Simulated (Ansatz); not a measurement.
# BH4SbTe: one molecule under many settings

Aim: run BH4SbTe under a spread of inputs, and see what each costs and gives.

Method: the settings change from run to run; program: Ansatz 0.2.0, Gaussian basis.

## (1) The relaxed structure

The geometry comes from an earlier relaxation with PBE0-D4 in a triple-zeta def2 set; it is a stationary point, not always the lowest conformer. Sb, Te take a core potential in def2 sets; no spin-orbit term is included.

SMILES `[BH2][SbH][TeH]`, 7 atoms, charge 0, spin multiplicity 1.

Atoms are counted from 1 here; the program's logs count them from 0.

Bond lengths: B1–Sb2 2.207 Å, B1–H4 1.192 Å, B1–H5 1.194 Å, Sb2–Te3 2.750 Å, Sb2–H6 1.706 Å, Te3–H7 1.658 Å. Angles: Sb2–B1–H4 119.6°, Sb2–B1–H5 119.5°, H4–B1–H5 120.6°, B1–Sb2–Te3 95.9°, B1–Sb2–H6 95.0°, Te3–Sb2–H6 97.5°, Sb2–Te3–H7 91.5°.

## (2) wB97M-V/def2-mTZVP

The input, in.yaml:

```yaml
crystal:
  periodic: [false, false, false]
  atoms:
    - {symbol: B, position_ang: [-1.289830, 0.529940, -0.716089]}
    - {symbol: Sb, position_ang: [-0.089670, 0.062073, 1.076348]}
    - {symbol: Te, position_ang: [1.915258, -1.262384, -0.261087]}
    - {symbol: H, position_ang: [-1.500048, -0.322061, -1.523455]}
    - {symbol: H, position_ang: [-1.815189, 1.597697, -0.808721]}
    - {symbol: H, position_ang: [0.664051, 1.590639, 1.153021]}
    - {symbol: H, position_ang: [2.176627, -2.264006, 1.034284]}
basis:
  gaussian: {orbitals: def2-mTZVP}
hamiltonian: {xc: {name: wB97M-V}}
output: {forces: true}
```

Command:

```sh
$ ansatz run in.yaml --threads 2 --pin off --events-out ev --progress --plain --max-ram 4352MiB
```

Output, cut to the lines that bear on the results:

```text
Functional definition: wB97M-V
  name "wB97M-V"
  cite "Mardirossian & Head-Gordon, J. Chem. Phys. 144, 214110 (2016) doi:10.1063/1.4952647"
  cite "Becke, J. Chem. Phys. 107, 8554 (1997) doi:10.1063/1.475007"
  cite "Vydrov & Van Voorhis, J. Chem. Phys. 133, 244103 (2010) doi:10.1063/1.3521275"
  # Of w^i u^j: cxij and so on, Table III.
[...]
  gx(w, u) = 1 - cx + cx01*u + cx10*w
  gss(w, u) = css00 + css04*u^4 + css10*w + css20*w^2 + css43*w^4*u^3
  gos(w, u) = cos00 + cos10*w + (cos20 + cos21*u)*w^2 + (cos60 + cos61*u)*w^6
[...]
      + integral(e_c_pw_mod_opposite_spin*gos(b97_w_opposite, b97_u_opposite)) + vv10(b, c)
1149 factors; integrals over basis functions are off by at most 9.2e-4 eV
300 factors; integrals over basis functions are off by at most 1.5e-5 eV
[...]
mean field -14569.29553967 eV, -535.4117356598 hartree, gradient 3.5e-5 eV, S^2 0.000000; 0 other end points of the search recorded, 0 dependent functions left out
[...]
reference -14569.29559408 eV, -535.4117376593 hartree; 28, 28 occupied and 75, 75 virtual orbitals, 1149 factors
Total energy: -14569.29559408 eV, -535.4117376593 hartree
Atom 0 at    -1.289830     0.529940    -0.716089 Å, force    -0.110482     0.022171    -0.105295 eV/Å
Atom 1 at    -0.089670     0.062073     1.076348 Å, force    -0.046353     0.030780     0.049093 eV/Å
Atom 2 at     1.915258    -1.262384    -0.261087 Å, force     0.027002     0.029845    -0.068699 eV/Å
Atom 3 at    -1.500048    -0.322061    -1.523455 Å, force     0.041375     0.153205     0.113123 eV/Å
Atom 4 at    -1.815189     1.597697    -0.808721 Å, force     0.081923    -0.177943     0.000053 eV/Å
Atom 5 at     0.664051     1.590639     1.153021 Å, force     0.006306    -0.025749    -0.029632 eV/Å
Atom 6 at     2.176627    -2.264006     1.034284 Å, force     0.000230    -0.032310     0.041356 eV/Å
Dipole moment:    -0.160556     0.070085     0.062580 e Å
```

It took 11 s on 2 threads of Arm Neoverse V2, shared host.

Largest force 0.196 eV/Å, dipole 0.89 D.

## (3) B97/def2-mTZVP

This run has finite nuclei.

Changes to in.yaml since step 2:

```diff
@@ -11,4 +11,3 @@
 basis:
-  gaussian: {orbitals: def2-mTZVP}
-hamiltonian: {xc: {name: wB97M-V}}
-output: {forces: true}
+  gaussian: {orbitals: def2-mTZVP, nuclear_model: gaussian}
+hamiltonian: {xc: {name: B97}}
```

Same command.

Output, cut to the lines that bear on the results:

```text
Functional definition: B97
  name "B97"
  cite "Becke, J. Chem. Phys. 107, 8554 (1997) doi:10.1063/1.475007"
[...]
      + integral(e_c_pw_opposite_spin*poly(b97_u_opposite, cos0, cos1, cos2))
1149 factors; integrals over basis functions are off by at most 9.2e-4 eV
[...]
mean field -14573.51970141 eV, -535.5669707403 hartree, gradient 4.6e-5 eV, S^2 0.000000; 0 other end points of the search recorded, 0 dependent functions left out
reference -14573.51973046 eV, -535.5669718079 hartree; 28, 28 occupied and 75, 75 virtual orbitals, 1149 factors
Total energy: -14573.51973046 eV, -535.5669718079 hartree
```

Wall time 4.5 s (2 threads of Arm Neoverse V2, shared host).

## (4) CAM-B3LYP/ANO-RCC-VTZP

Set apart from the defaults: multiplicity 3, restricted open-shell orbitals, atoms shaken by 0.03 Å.

The input, in.yaml:

```yaml
crystal:
  periodic: [false, false, false]
  atoms:
    - {symbol: B, position_ang: [-1.306402, 0.489032, -0.712853]}
    - {symbol: Sb, position_ang: [-0.131639, 0.090216, 1.109982]}
    - {symbol: Te, position_ang: [1.932894, -1.245003, -0.275191]}
    - {symbol: H, position_ang: [-1.527897, -0.330215, -1.506202]}
    - {symbol: H, position_ang: [-1.786911, 1.595082, -0.835204]}
    - {symbol: H, position_ang: [0.669336, 1.596355, 1.117833]}
    - {symbol: H, position_ang: [2.188244, -2.308534, 1.021491]}
basis:
  gaussian: {orbitals: ANO-RCC-VTZP}
magnetization: {spin_polarized: false, initial_magnetization: 2}
hamiltonian: {xc: {name: CAM-B3LYP}}
```

The command is unchanged.

Output, cut to the lines that bear on the results:

```text
Functional definition: CAM-B3LYP
  name "CAM-B3LYP"
  cite "Yanai, Tew & Handy, Chem. Phys. Lett. 393, 51 (2004) doi:10.1016/j.cplett.2004.06.011"
  cite "Iikura, Tsuneda, Yanai & Hirao, J. Chem. Phys. 115, 3540 (2001) doi:10.1063/1.1383587"
  cite "Becke, Phys. Rev. A 38, 3098 (1988) doi:10.1103/PhysRevA.38.3098"
  cite "Lee, Yang & Parr, Phys. Rev. B 37, 785 (1988) doi:10.1103/PhysRevB.37.785"
  cite "Vosko, Wilk & Nusair, Can. J. Phys. 58, 1200 (1980) doi:10.1139/p80-159"
[...]
  # Exact exchange under (alpha + beta erf(omega r))/r, Becke's under what is left of 1/r.
[...]
1606 factors; integrals over basis functions are off by at most 1.0e-3 eV
370 factors; integrals over basis functions are off by at most 2.2e-5 eV
[...]
mean field -361975.55813023 eV, -13302.3564054404 hartree, gradient 2.2e-5 eV, S^2 2.000000; 8 other end points of the search recorded, 0 dependent functions left out
reference -361975.55828180 eV, -13302.3564110106 hartree; 57, 55 occupied and 165, 167 virtual orbitals, 1606 factors
Total energy: -361975.55828180 eV, -13302.3564110106 hartree
Relativity: scalar
```

Wall time 2.1 min (2 threads of Arm Neoverse V2, shared host); peak memory 1.6 GiB.

## (5) r2SCAN/ANO-RCC-VTZP

Set apart from the defaults: charge -1, multiplicity 2, restricted open-shell orbitals.

The input, in.yaml:

```yaml
crystal:
  periodic: [false, false, false]
  atoms:
    - {symbol: B, position_ang: [-1.289830, 0.529940, -0.716089]}
    - {symbol: Sb, position_ang: [-0.089670, 0.062073, 1.076348]}
    - {symbol: Te, position_ang: [1.915258, -1.262384, -0.261087]}
    - {symbol: H, position_ang: [-1.500048, -0.322061, -1.523455]}
    - {symbol: H, position_ang: [-1.815189, 1.597697, -0.808721]}
    - {symbol: H, position_ang: [0.664051, 1.590639, 1.153021]}
    - {symbol: H, position_ang: [2.176627, -2.264006, 1.034284]}
basis:
  gaussian: {orbitals: ANO-RCC-VTZP}
total_charge: -1
magnetization: {spin_polarized: false, initial_magnetization: 1}
hamiltonian: {xc: {name: r2SCAN}}
output: {forces: true}
```

The command is unchanged.

Output, cut to the lines that bear on the results:

```text
Functional definition: r2SCAN
  name "r2SCAN"
  cite "Furness, Kaplan, Ning, Perdew & Sun, J. Phys. Chem. Lett. 11, 8208 (2020) doi:10.1021/acs.jpclett.0c02405"
  cite "Furness, Kaplan, Ning, Perdew & Sun, J. Phys. Chem. Lett. 11, 9248 (2020) doi:10.1021/acs.jpclett.0c03077"
  parent r2scan
[...]
1763 factors; their error is unknown
[...]
mean field -361960.31732263 eV, -13301.7963160917 hartree, gradient 7.4e-5 eV, S^2 0.750000; 4 other end points of the search recorded, 0 dependent functions left out
[...]
reference -361960.31736690 eV, -13301.7963177186 hartree; 57, 56 occupied and 165, 166 virtual orbitals, 1763 factors
Total energy: -361960.31736690 eV, -13301.7963177186 hartree
Relativity: scalar
Atom 0 at    -1.289830     0.529940    -0.716089 Å, force    -0.052542    -0.009305     0.185008 eV/Å
Atom 1 at    -0.089670     0.062073     1.076348 Å, force    -1.057777     0.223359     0.074161 eV/Å
Atom 2 at     1.915258    -1.262384    -0.261087 Å, force     0.802714    -0.516028    -0.481576 eV/Å
Atom 3 at    -1.500048    -0.322061    -1.523455 Å, force    -0.097851    -0.262959    -0.017606 eV/Å
Atom 4 at    -1.815189     1.597697    -0.808721 Å, force     0.081612     0.288545    -0.008749 eV/Å
Atom 5 at     0.664051     1.590639     1.153021 Å, force     0.131675     0.427410     0.193687 eV/Å
Atom 6 at     2.176627    -2.264006     1.034284 Å, force     0.192170    -0.151021     0.055074 eV/Å
Dipole moment:     0.694759    -0.378507     0.464360 e Å
```

Run time: 91 s. Hardware: 2 threads of Arm Neoverse V2, shared host; peak memory 0.83 GiB.

Largest force 1.084 eV/Å.

## (6) MP2/def2-SVPD

Changes to in.yaml since step 5:

```diff
@@ -11,6 +11,4 @@
 basis:
-  gaussian: {orbitals: ANO-RCC-VTZP}
-total_charge: -1
-magnetization: {spin_polarized: false, initial_magnetization: 1}
-hamiltonian: {xc: {name: r2SCAN}}
-output: {forces: true}
+  gaussian: {orbitals: def2-SVPD}
+hamiltonian: {xc: {name: HF}}
+correlation: {method: mp2}
```

Same command.

Output:

```text
Functional definition: HF
  name "HF"
  cite "Fock, Z. Phys. 61, 126 (1930) doi:10.1007/BF01340294"
  parent pbe
  exchange = exact_x
  correlation = 0
1376 factors; integrals over basis functions are off by at most 9.8e-4 eV
mean field evaluation 1: about -14508.5687 eV, gradient 1.4e1 eV
mean field evaluation 2: about -14508.6658 eV, gradient 1.4e1 eV
mean field evaluation 4: about -14509.7642 eV, gradient 2.0e0 eV
mean field evaluation 8: about -14509.7883 eV, gradient 1.4e-1 eV
mean field -14509.78862233 eV, -533.2248967825 hartree, gradient 4.7e-6 eV, S^2 0.000000; 0 other end points of the search recorded, 0 dependent functions left out
9 core orbitals not correlated: weight in the atoms' cores, before any rotation towards them, 1.000 or more for the frozen orbitals, at most 0.000 for the correlated occupied ones
reference -14509.78862233 eV, -533.2248967825 hartree; 19, 19 occupied and 91, 91 virtual orbitals, 1376 factors
second order -9.25790359 eV of doubles, -0.00000000 eV of singles
Total energy: -14519.04652591 eV, -533.5651184641 hartree
```

Wall time 1.9 s (2 threads of Arm Neoverse V2, shared host).

## (7) r2SCAN0/x2c-TZVPPall

Options: charge +1, multiplicity 2, relativity set to scalar, the search for lower states set to full.

Changes to in.yaml since step 6:

```diff
@@ -11,4 +11,7 @@
 basis:
-  gaussian: {orbitals: def2-SVPD}
-hamiltonian: {xc: {name: HF}}
-correlation: {method: mp2}
+  gaussian: {orbitals: x2c-TZVPPall}
+total_charge: 1
+magnetization: {spin_polarized: true, initial_magnetization: 1}
+hamiltonian: {xc: {name: r2SCAN0}, pseudopotentials: {relativity: scalar}}
+scf: {lower_state_search: full}
+output: {forces: true}
```

Same command.

Output, cut to the lines that bear on the results:

```text
Functional definition: r2SCAN0
  name "r2SCAN0"
  cite "Bursch, Neugebauer, Ehlert & Grimme, J. Chem. Phys. 156, 134105 (2022) doi:10.1063/5.0086040"
  cite "Furness, Kaplan, Ning, Perdew & Sun, J. Phys. Chem. Lett. 11, 8208 (2020) doi:10.1021/acs.jpclett.0c02405"
  cite "Furness, Kaplan, Ning, Perdew & Sun, J. Phys. Chem. Lett. 11, 9248 (2020) doi:10.1021/acs.jpclett.0c03077"
  parent r2scan
[...]
1656 factors; integrals over basis functions are off by at most 8.1e-4 eV
[...]
mean field -361958.52527354 eV, -13301.7304595023 hartree, gradient 9.5e-6 eV, S^2 0.758583; 7 other end points of the search recorded, 0 dependent functions left out
[...]
reference -361958.52528476 eV, -13301.7304599146 hartree; 56, 55 occupied and 151, 152 virtual orbitals, 1656 factors
Total energy: -361958.52528476 eV, -13301.7304599146 hartree
Relativity: scalar
Atom 0 at    -1.289830     0.529940    -0.716089 Å, force    -0.341549     0.080819    -0.718867 eV/Å
Atom 1 at    -0.089670     0.062073     1.076348 Å, force    -0.509150     0.422203     0.833814 eV/Å
Atom 2 at     1.915258    -1.262384    -0.261087 Å, force     0.372773    -0.137370    -0.297599 eV/Å
Atom 3 at    -1.500048    -0.322061    -1.523455 Å, force     0.124483     0.146971     0.124158 eV/Å
Atom 4 at    -1.815189     1.597697    -0.808721 Å, force     0.102990    -0.252235     0.210200 eV/Å
Atom 5 at     0.664051     1.590639     1.153021 Å, force     0.195399    -0.239336    -0.148137 eV/Å
Atom 6 at     2.176627    -2.264006     1.034284 Å, force     0.055053    -0.021051    -0.003568 eV/Å
Dipole moment:     0.173213    -0.128563    -0.174544 e Å
```

Run time: 1.8 min. Hardware: 2 threads of Arm Neoverse V2, shared host; peak memory 1.4 GiB.

Largest force 1.064 eV/Å, ⟨S²⟩ 0.759.

## (8) BLYP/def2-TZVPP

Set apart from the defaults: charge -1, multiplicity 2, density fitting with def2-universal-jkfit, D3(BJ) dispersion, the search for lower states set to off.

Changes to in.yaml since step 7:

```diff
@@ -11,7 +11,7 @@
 basis:
-  gaussian: {orbitals: x2c-TZVPPall}
-total_charge: 1
+  gaussian: {orbitals: def2-TZVPP, fitting: {mean_field: def2-universal-jkfit}}
+total_charge: -1
 magnetization: {spin_polarized: true, initial_magnetization: 1}
-hamiltonian: {xc: {name: r2SCAN0}, pseudopotentials: {relativity: scalar}}
-scf: {lower_state_search: full}
+hamiltonian: {xc: {name: BLYP}, dispersion: d3bj}
+scf: {lower_state_search: off}
 output: {forces: true}
```

The command is unchanged.

Output, cut to the lines that bear on the results:

```text
Functional definition: BLYP
  name "BLYP"
  cite "Becke, Phys. Rev. A 38, 3098 (1988) doi:10.1103/PhysRevA.38.3098"
  cite "Lee, Yang & Parr, Phys. Rev. B 37, 785 (1988) doi:10.1103/PhysRevB.37.785"
[...]
583 factors; integrals over basis functions are off by at most 1.1e0 eV
[...]
mean field -14569.86036496 eV, -535.4324926063 hartree, gradient 7.0e-6 eV, S^2 0.753423; 0 other end points of the search recorded, 0 dependent functions left out
[...]
reference -14569.86072241 eV, -535.4325057423 hartree; 29, 28 occupied and 158, 159 virtual orbitals, 583 factors
Total energy: -14570.29048579 eV, -535.4482992551 hartree
Atom 0 at    -1.289830     0.529940    -0.716089 Å, force    -0.173162     0.044951    -0.000032 eV/Å
Atom 1 at    -0.089670     0.062073     1.076348 Å, force    -1.273220     0.162998     0.475497 eV/Å
Atom 2 at     1.915258    -1.262384    -0.261087 Å, force     1.039690    -0.549400    -0.910493 eV/Å
Atom 3 at    -1.500048    -0.322061    -1.523455 Å, force    -0.107557    -0.248465    -0.030355 eV/Å
Atom 4 at    -1.815189     1.597697    -0.808721 Å, force     0.065555     0.280095    -0.034122 eV/Å
Atom 5 at     0.664051     1.590639     1.153021 Å, force     0.205560     0.648697     0.216077 eV/Å
Atom 6 at     2.176627    -2.264006     1.034284 Å, force     0.243134    -0.338876     0.283427 eV/Å
Dipole moment:     0.663768    -0.387563     0.470511 e Å
Checks for a lower state left out: stability, starts, cluster_reference, orbital_swaps, neighbouring_geometries, increment
```

Run time: 2.7 s. Hardware: 2 threads of Arm Neoverse V2, shared host.

Largest force 1.487 eV/Å, ⟨S²⟩ 0.753.

## (9) PBE0-DH/def2-TZVPD

Options: charge +1, multiplicity 2.

Changes to in.yaml since step 8:

```diff
@@ -11,7 +11,6 @@
 basis:
-  gaussian: {orbitals: def2-TZVPP, fitting: {mean_field: def2-universal-jkfit}}
-total_charge: -1
+  gaussian: {orbitals: def2-TZVPD}
+total_charge: 1
 magnetization: {spin_polarized: true, initial_magnetization: 1}
-hamiltonian: {xc: {name: BLYP}, dispersion: d3bj}
-scf: {lower_state_search: off}
+hamiltonian: {xc: {name: PBE0-DH}}
 output: {forces: true}
```

The command is unchanged.

Output, cut to the lines that bear on the results:

```text
Functional definition: PBE0-DH
  name "PBE0-DH"
  cite "Brémond & Adamo, J. Chem. Phys. 135, 024106 (2011) doi:10.1063/1.3604569"
  cite "Perdew, Burke & Ernzerhof, Phys. Rev. Lett. 77, 3865 (1996) doi:10.1103/PhysRevLett.77.3865"
[...]
1580 factors; integrals over basis functions are off by at most 9.4e-4 eV
[...]
mean field -14556.58503450 eV, -534.9446332101 hartree, gradient 7.5e-6 eV, S^2 0.758111; 3 other end points of the search recorded, 0 dependent functions left out
9 core orbitals not correlated: weight in the atoms' cores, before any rotation towards them, 1.000 or more for the frozen orbitals, at most 0.000 for the correlated occupied ones
reference -14556.58505876 eV, -534.9446341017 hartree; 19, 18 occupied and 160, 161 virtual orbitals, 1580 factors
second order -28.43791993 eV of doubles, -0.00000000 eV of singles
[...]
Total energy: -14560.13979875 eV, -535.0752683869 hartree
Atom 0 at    -1.289830     0.529940    -0.716089 Å, force    -0.274299     0.059178    -0.624132 eV/Å
Atom 1 at    -0.089670     0.062073     1.076348 Å, force    -0.474433     0.427601     0.782819 eV/Å
Atom 2 at     1.915258    -1.262384    -0.261087 Å, force     0.335786    -0.129946    -0.232500 eV/Å
Atom 3 at    -1.500048    -0.322061    -1.523455 Å, force     0.109811     0.091839     0.071921 eV/Å
Atom 4 at    -1.815189     1.597697    -0.808721 Å, force     0.075862    -0.187203     0.197905 eV/Å
Atom 5 at     0.664051     1.590639     1.153021 Å, force     0.186364    -0.278716    -0.152645 eV/Å
Atom 6 at     2.176627    -2.264006     1.034284 Å, force     0.040910     0.017247    -0.043369 eV/Å
Dipole moment:     0.182299    -0.138379    -0.168802 e Å
```

Run time: 47 s. Hardware: 2 threads of Arm Neoverse V2, shared host; peak memory 1 GiB.

Largest force 1.010 eV/Å, ⟨S²⟩ 0.758.

## (10) rPW86-PBE/def2-mTZVPP

Options: a grid of angular degree 23, D3(BJ) with three-body dispersion, high accuracy.

Changes to in.yaml since step 9:

```diff
@@ -11,6 +11,5 @@
 basis:
-  gaussian: {orbitals: def2-TZVPD}
-total_charge: 1
-magnetization: {spin_polarized: true, initial_magnetization: 1}
-hamiltonian: {xc: {name: PBE0-DH}}
+  gaussian: {orbitals: def2-mTZVPP, final_grid: {core_spheres: 8, valence_spheres: 7, degree: 23}}
+hamiltonian: {xc: {name: rPW86-PBE}, dispersion: d3bjatm}
+accuracy: high
 output: {forces: true}
```

Launched as before.

Output, cut to the lines that bear on the results:

```text
Functional definition: rPW86-PBE
  name "rPW86-PBE"
  cite "Murray, Lee & Langreth, J. Chem. Theory Comput. 5, 2754 (2009) doi:10.1021/ct900365q"
  cite "Perdew, Burke & Ernzerhof, Phys. Rev. Lett. 77, 3865 (1996) doi:10.1103/PhysRevLett.77.3865"
  parent pbe
[...]
2493 factors; integrals over basis functions are off by at most 1.6e-8 eV
[...]
mean field -14587.07466700 eV, -536.0651065377 hartree, gradient 2.8e-8 eV, S^2 0.000000; 0 other end points of the search recorded, 0 dependent functions left out
[...]
reference -14587.07468102 eV, -536.0651070531 hartree; 28, 28 occupied and 83, 83 virtual orbitals, 2493 factors
Total energy: -14587.25986804 eV, -536.0719125507 hartree
Atom 0 at    -1.289830     0.529940    -0.716089 Å, force    -0.138718     0.078950    -0.225194 eV/Å
Atom 1 at    -0.089670     0.062073     1.076348 Å, force    -0.465965    -0.011616     0.519328 eV/Å
Atom 2 at     1.915258    -1.262384    -0.261087 Å, force     0.451290    -0.132999    -0.591769 eV/Å
Atom 3 at    -1.500048    -0.322061    -1.523455 Å, force    -0.014879    -0.014118    -0.001242 eV/Å
Atom 4 at    -1.815189     1.597697    -0.808721 Å, force    -0.015493     0.012665     0.002202 eV/Å
Atom 5 at     0.664051     1.590639     1.153021 Å, force     0.119282     0.288987     0.022960 eV/Å
Atom 6 at     2.176627    -2.264006     1.034284 Å, force     0.064483    -0.221869     0.273715 eV/Å
Dipole moment:    -0.095465     0.037036     0.097346 e Å
```

It took 5.5 s on 2 threads of Arm Neoverse V2, shared host.

Largest force 0.756 eV/Å, dipole 0.68 D.

## (11) All runs side by side

```csv
level,charge,multiplicity,geometry,functions,energy (eV),time
wB97M-V/def2-mTZVP,0,1,relaxed,103,-14569.296,11 s
B97/def2-mTZVP,0,1,relaxed,103,-14573.520,4.5 s
CAM-B3LYP/ANO-RCC-VTZP,0,3,shaken,222,-361975.558,2.1 min
r2SCAN/ANO-RCC-VTZP,-1,2,relaxed,222,-361960.317,91 s
MP2/def2-SVPD,0,1,relaxed,119,-14519.047,1.9 s
r2SCAN0/x2c-TZVPPall,1,2,relaxed,207,-361958.525,1.8 min
BLYP/def2-TZVPP,-1,2,relaxed,187,-14570.290,2.7 s
PBE0-DH/def2-TZVPD,1,2,relaxed,188,-14560.140,47 s
rPW86-PBE/def2-mTZVPP,0,1,relaxed,111,-14587.260,5.5 s
```

## (12) Results

| quantity | value |
| --- | --- |
| runs | 9 |
| quickest | MP2/def2-SVPD, 1.9 s |
| slowest | CAM-B3LYP/ANO-RCC-VTZP, 2.1 min |
| spread of total energies, same state and geometry | 68.2 eV |
| dipole, same state and geometry | 0.68 to 0.89 D |

**Reading.** Run time spans a factor of 67, from MP2/def2-SVPD to CAM-B3LYP/ANO-RCC-VTZP. The jobs differ in tasks and options as well as level. The totals spread over 68 eV; they can't be compared across methods or bases. At the PBE0-D4/def2-TZVP geometry and in the same state, runs without warnings or point charges leave forces up to 0.76 eV/Å (rPW86-PBE/def2-mTZVPP).
